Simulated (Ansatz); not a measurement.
# Cl3H2NSn: small, medium and large basis sets

One table from this session's results is given with a row withheld; the runs are named, their logs left out.

The runs use Ansatz 0.2.0, Gaussian basis; one geometry, several basis sets.

Plan: PBE0-D4/def2-SVP; ωB97M-V/def2-SVP; PBE0-D4/def2-QZVPP; ωB97M-V/def2-QZVPP; the functionals' def2-TZVPP values are taken from earlier runs.

1 further run of the same task is left out (for a known fault of the program).

## The relaxed structure

The geometry comes from an earlier relaxation with PBE0-D4 in a triple-zeta def2 set; it is a stationary point, not always the lowest conformer. Sn takes the def2 core potential; no spin-orbit term is included.

SMILES `[NH2][Sn]([Cl])([Cl])[Cl]`, 7 atoms, charge 0, spin multiplicity 1.

Atoms are counted from 1 here; the program's logs count them from 0.

Bond lengths: N1–Sn2 1.995 Å, N1–H6 1.013 Å, N1–H7 1.013 Å, Sn2–Cl3 2.295 Å, Sn2–Cl4 2.311 Å, Sn2–Cl5 2.295 Å. Angles: Sn2–N1–H6 112.4°, Sn2–N1–H7 112.4°, H6–N1–H7 108.5°, N1–Sn2–Cl3 108.3°, N1–Sn2–Cl4 115.7°, N1–Sn2–Cl5 108.2°, Cl3–Sn2–Cl4 107.1°, Cl3–Sn2–Cl5 110.4°, Cl4–Sn2–Cl5 107.1°.

As a file:

| atom | x (Å) | y (Å) | z (Å) |
| --- | --- | --- | --- |
| N1 | -0.4859 | 0.8717 | 0.9364 |
| Sn2 | 0.3729 | -0.3286 | -0.4053 |
| Cl3 | 2.0797 | -1.4602 | 0.6304 |
| Cl4 | -1.0098 | -1.9133 | -1.3629 |
| Cl5 | 1.1932 | 0.9716 | -2.1092 |
| H6 | -1.2315 | 1.4284 | 0.5352 |
| H7 | -0.8572 | 0.3623 | 1.7297 |

The first run:

in.yaml reads:

```yaml
crystal:
  periodic: [false, false, false]
  atoms:
    - {symbol: N, position_ang: [-0.485898, 0.871692, 0.936351]}
    - {symbol: Sn, position_ang: [0.372874, -0.328605, -0.405265]}
    - {symbol: Cl, position_ang: [2.079662, -1.460175, 0.630446]}
    - {symbol: Cl, position_ang: [-1.009780, -1.913285, -1.362865]}
    - {symbol: Cl, position_ang: [1.193161, 0.971588, -2.109158]}
    - {symbol: H, position_ang: [-1.231513, 1.428414, 0.535171]}
    - {symbol: H, position_ang: [-0.857206, 0.362269, 1.729720]}
basis:
  gaussian: {orbitals: def2-SVP}
hamiltonian: {xc: pbe0, dispersion: d4}
output: {orbitals: {seedname: orbitals}}
```

Launch:

```bash
> ansatz run in.yaml --threads 2 --pin off --events-out ev --progress --plain --max-ram 32768MiB --backend cpu
```

Among the steps run: PBE0-D4 in def2-SVP; ωB97M-V in def2-SVP; PBE0-D4 in def2-QZVPP; ωB97M-V in def2-QZVPP.

One of the session's tables, all rows but one given; the rest of the session is left out.

It belongs to the step «Density functionals: the series». 

```
functional       basis  HOMO (eV)  LUMO (eV)
   PBE0-D4    def2-SVP      -8.39      -2.20
   PBE0-D4  def2-TZVPP      -8.60      -2.39
   PBE0-D4  def2-QZVPP      -8.64      -2.44
   ωB97M-V    def2-SVP          ?          ?
   ωB97M-V  def2-TZVPP     -10.93      -0.35
   ωB97M-V  def2-QZVPP     -10.97      -0.47
```

Estimate the missing values for ωB97M-V, def2-SVP.

The run gave: HOMO (eV): -10.68; LUMO (eV): -0.05. In the column «HOMO (eV)» it lies between ωB97M-V, def2-TZVPP (-10.93) and PBE0-D4, def2-QZVPP (-8.64).
